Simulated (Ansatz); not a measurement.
# BCl2H6NSi2: the cost of one run

Computed with Ansatz 0.2.0, Gaussian basis. Level: PBE0-D4/def2-TZVP structures, single points in def2-TZVPP, no counterpoise correction.

Levels: SPW92, PBE-D4, BLYP-D4, r2SCAN-D4, B97M-V, PBE0-D4, B3LYP-D4, r2SCAN0-D4, BHLYP-D4, CAM-B3LYP-D4, wB97X-V, wB97M-V, B2PLYP, PBE-QIDH, RPA on PBE, Hartree-Fock, MP2, CCSD, CCSD(T).

Correlated methods freeze the cores. B3LYP uses VWN-RPA correlation. B2PLYP carries no dispersion term here.

94 further runs of the same task are left out: 94 set aside as unsound or not needed.

### 1 Where the work starts

The complex: 14 atoms, charge 0, spin multiplicity 1.

Atoms are counted from 1 here; the program's logs count them from 0.

Bond lengths: B1–Cl3 1.761 Å, B1–Cl4 1.761 Å, B1–N6 1.408 Å, Cl2–H5 1.285 Å, N6–Si7 1.775 Å, N6–Si8 1.775 Å, Si7–H9 1.481 Å, Si7–H10 1.480 Å, Si7–H11 1.481 Å, Si8–H12 1.480 Å, Si8–H13 1.481 Å, Si8–H14 1.481 Å. Angles: Cl3–B1–Cl4 117.7°, Cl3–B1–N6 121.1°, Cl4–B1–N6 121.1°, B1–N6–Si7 118.7°, B1–N6–Si8 118.7°, Si7–N6–Si8 121.7°, N6–Si7–H9 106.5°, N6–Si7–H10 109.8°, N6–Si7–H11 110.0°, H9–Si7–H10 110.0°, H9–Si7–H11 109.8°, H10–Si7–H11 110.6°, N6–Si8–H12 109.8°, N6–Si8–H13 106.5°, N6–Si8–H14 110.0°, H12–Si8–H13 110.0°, H12–Si8–H14 110.6°, H13–Si8–H14 109.8°.

Geometry (Å):

```
B    -1.0108   -0.7906   -0.9897
Cl    1.8515    1.6386   -2.0716
Cl   -0.5190   -2.3053   -1.7400
Cl   -2.4412    0.0133   -1.6280
H     1.0202    0.9163   -1.4086
N    -0.2770   -0.2336    0.0755
Si   -0.8995    1.2268    0.8695
Si    1.0796   -1.1570    0.7524
H     0.0475    1.5476    1.9617
H    -0.9483    2.3430   -0.1012
H    -2.2447    0.9643    1.4312
H     2.1186   -1.3531   -0.2831
H     1.6232   -0.3487    1.8677
H     0.5998   -2.4617    1.2642
```

Its parts: BCl₂H₆NSi₂ holds atoms 1, 3, 4, 6, 7, 8, 9, 10, 11, 12, 13, 14; HCl holds atoms 2, 5. Each part counts its atoms afresh in its own runs.

### 2 Relaxing BCl₂H₆NSi₂ alone

File relax-a/in.yaml:

```yaml
crystal:
  periodic: [false, false, false]
  atoms:
    - {symbol: B, position_ang: [-1.010762, -0.790559, -0.989651]}
    - {symbol: Cl, position_ang: [-0.518991, -2.305341, -1.740030]}
    - {symbol: Cl, position_ang: [-2.441193, 0.013258, -1.627977]}
    - {symbol: N, position_ang: [-0.276965, -0.233612, 0.075476]}
    - {symbol: Si, position_ang: [-0.899501, 1.226850, 0.869476]}
    - {symbol: Si, position_ang: [1.079561, -1.157050, 0.752434]}
    - {symbol: H, position_ang: [0.047545, 1.547571, 1.961749]}
    - {symbol: H, position_ang: [-0.948308, 2.343031, -0.101246]}
    - {symbol: H, position_ang: [-2.244737, 0.964313, 1.431181]}
    - {symbol: H, position_ang: [2.118579, -1.353115, -0.283146]}
    - {symbol: H, position_ang: [1.623239, -0.348734, 1.867704]}
    - {symbol: H, position_ang: [0.599759, -2.461680, 1.264158]}
basis:
  gaussian: {orbitals: def2-TZVP}
hamiltonian: {xc: pbe0, dispersion: d4}
relax: {f_tol: 0.005, max_steps: 200}
```

Started as:

```bash
ansatz run in.yaml --threads 4 --pin off --events-out ev --progress --plain --max-ram 66560MiB --backend cuda --devices 0, --max-vram 37GiB
```

**Question.** How long does this run take on 1 × a share of an NVIDIA H100 with 4 threads of AMD EPYC 7R13, shared host?

About 21 s.
